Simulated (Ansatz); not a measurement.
# COSeSi (SMILES c1[se]o[si]#1): single points off equilibrium

A test off equilibrium: a structure displaced at random from a GFN2-xTB minimum is computed at several levels, and each is set against CCSD(T).

Program: Ansatz 0.2.0, Gaussian basis. Level of theory: single points in def2-TZVPP. These are calculated values, not measurements.

Correlated methods freeze the cores. Filled d shells of the heavier atoms are correlated.

### 1 The starting structure

SMILES `c1[se]o[si]#1`, 4 atoms, charge 0, spin multiplicity 1.

Atoms are counted from 1 here; the program's logs count them from 0.

Bond lengths: C1–Se2 1.884 Å, C1–Si4 1.955 Å, Se2–O3 1.903 Å, O3–Si4 1.786 Å. Angles: Se2–C1–Si4 85.2°, C1–Se2–O3 89.9°, Se2–O3–Si4 89.6°, C1–Si4–O3 91.2°.

Coordinates:

```xyz
4
charge 0, multiplicity 1
C    -0.8046    0.9398   -0.5977
Se    0.4910    0.8981    0.7694
O     0.5555   -0.9995    0.6471
Si   -0.2756   -0.9124   -0.9311
```

### 2 CCSD(T)/def2-TZVPP

run/in.yaml reads:

```yaml
crystal:
  periodic: [false, false, false]
  atoms:
    - {symbol: C, position_ang: [-0.804600, 0.939800, -0.597700]}
    - {symbol: Se, position_ang: [0.491000, 0.898100, 0.769400]}
    - {symbol: O, position_ang: [0.555500, -0.999500, 0.647100]}
    - {symbol: Si, position_ang: [-0.275600, -0.912400, -0.931100]}
basis:
  gaussian: {orbitals: def2-TZVPP}
correlation: {method: ccsd_t}
output: {forces: true}
```

The command line of these runs was not kept.

### 3 PBE0-D4/def2-TZVPP

Changes to run/in.yaml since step 2:

```diff
@@ -9,3 +9,3 @@
   gaussian: {orbitals: def2-TZVPP}
-correlation: {method: ccsd_t}
-output: {forces: true}
+hamiltonian: {xc: pbe0, dispersion: d4}
+output: {forces: true, orbitals: {seedname: orbitals}}
```

### 4 wB97M-V/def2-TZVPP

Changes to run/in.yaml since step 3:

```diff
@@ -9,3 +9,3 @@
   gaussian: {orbitals: def2-TZVPP}
-hamiltonian: {xc: pbe0, dispersion: d4}
-output: {forces: true, orbitals: {seedname: orbitals}}
+hamiltonian: {xc: {name: wB97M-V}}
+output: {forces: true}
```

### 5 r2SCAN-D4/def2-TZVPP

Changes to run/in.yaml since step 4:

```diff
@@ -9,3 +9,3 @@
   gaussian: {orbitals: def2-TZVPP}
-hamiltonian: {xc: {name: wB97M-V}}
+hamiltonian: {xc: r2scan, dispersion: d4}
 output: {forces: true}
```

### 6 PBE-D4/def2-TZVPP

Changes to run/in.yaml since step 5:

```diff
@@ -9,3 +9,3 @@
   gaussian: {orbitals: def2-TZVPP}
-hamiltonian: {xc: r2scan, dispersion: d4}
+hamiltonian: {xc: pbe, dispersion: d4}
 output: {forces: true}
```

### 7 HSE06-D4/def2-TZVPP

Changes to run/in.yaml since step 6:

```diff
@@ -9,3 +9,3 @@
   gaussian: {orbitals: def2-TZVPP}
-hamiltonian: {xc: pbe, dispersion: d4}
+hamiltonian: {xc: hse06, dispersion: d4}
 output: {forces: true}
```

### 8 B97M-V/def2-TZVPP

Changes to run/in.yaml since step 7:

```diff
@@ -9,3 +9,3 @@
   gaussian: {orbitals: def2-TZVPP}
-hamiltonian: {xc: hse06, dispersion: d4}
+hamiltonian: {xc: {name: B97M-V}}
 output: {forces: true}
```

(Steps that only read results are left out.)

Before running it: what results should come out? Wanted: energy less free atoms, CCSD(T)/def2-TZVPP; RMS force component; RMS force error; HOMO and LUMO, PBE0-D4; T1 diagnostic.

As calculated:

```
                                  quantity                                                                                           value
energy less free atoms, CCSD(T)/def2-TZVPP                                                                                  -1185.4 kJ/mol
                       RMS force component                                                            1.160 to 1.418 eV/Å over the methods
                           RMS force error  PBE0-D4 0.203, wB97M-V 0.249, r2SCAN-D4 0.178, PBE-D4 0.327, HSE06-D4 0.195, B97M-V 0.209 eV/Å
                    HOMO and LUMO, PBE0-D4                                                                              -6.51 and -4.03 eV
                             T1 diagnostic                                                                                           0.032
```

In words: Against CCSD(T) the functionals' energies less atoms differ by -171.9 to -51.3 kJ/mol, PBE-D4 by -171.9 kJ/mol. A larger basis would deepen the CCSD(T) value, while the functionals are nearly converged already, so the order here is not reliable. The forces of r2SCAN-D4 come nearest to CCSD(T), those of PBE-D4 are farthest. Frozen-core CCSD(T) forces in triple zeta carry basis errors of their own, and this is one geometry, so small gaps rank nothing. The T1 diagnostic is large here, over the usual mark for main-group molecules (transition-metal compounds often pass it harmlessly), so CCSD(T) itself may be off. The restricted Hartree–Fock reference is unstable towards an unrestricted one at one or more of these structures.
